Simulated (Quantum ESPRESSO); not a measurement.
GaN under changes of volume

One of the cells (11.564 Å³/atom); the others are scaled copies at fixed shape and fractional positions:

```
CELL_PARAMETERS angstrom
3.21154 0.00000 0.00000
-1.60577 2.78127 0.00000
0.00000 0.00000 10.35684
ATOMIC_POSITIONS crystal
Ga 0.00000 0.00000 0.78587
Ga 0.66667 0.33333 0.03735
Ga 0.33333 0.66667 0.53735
Ga 0.00000 0.00000 0.28587
N 0.00000 0.00000 0.09304
N 0.66667 0.33333 0.34375
N 0.00000 0.00000 0.59304
N 0.33333 0.66667 0.84374
```

The cell is a database's computed one.

* Program: Quantum ESPRESSO 7.5
* Functional: PBE
* Potentials or basis: SSSP 1.3 efficiency PBE
* Cutoff: 952 eV
* Density cutoff: 7619 eV
* k mesh: 10 × 10 × 3
* Occupations: fermi-dirac, width 0.05 eV
* Spin: no spin polarisation

```tsv
volume (Å³/atom)	energy over the lowest point (meV/atom)	pressure (GPa)	gap on the mesh (eV)
10.870	?	?	?
11.101	10.44	7.0	1.13
11.332	2.49	3.0	0.98
11.564	0.00	-0.6	0.83
11.795	2.39	-3.7	0.69
12.026	9.16	-6.6	0.55
12.257	19.82	-9.1	0.42
```

Q: What does the run at 10.870 Å³/atom give?

A: Energy over the lowest point 24.48 meV/atom; pressure 11.4 GPa; gap on the mesh 1.30 eV.

Worked out: A Birch-Murnaghan fit of order 3 (a polynomial in V^(-2/3)) to the other rows has its minimum at 11.56 Å³/atom with B0 = V·E''(V) = 169 GPa and B' = 4.6 at fixed shape and positions, which overstates the stiffness. It gives 24.49 meV/atom at 10.870 Å³/atom, against the run's 24.48, and -dE/dV = 12.0 GPa, against 11.4. A straight line through the other rows of the gap, of slope -7.18 eV per unit of ln V (its deformation potential), extrapolates to 1.28 eV, against the run's 1.30.

Energies are extrapolated to zero smearing.

Spin-orbit coupling on Ga is left out.
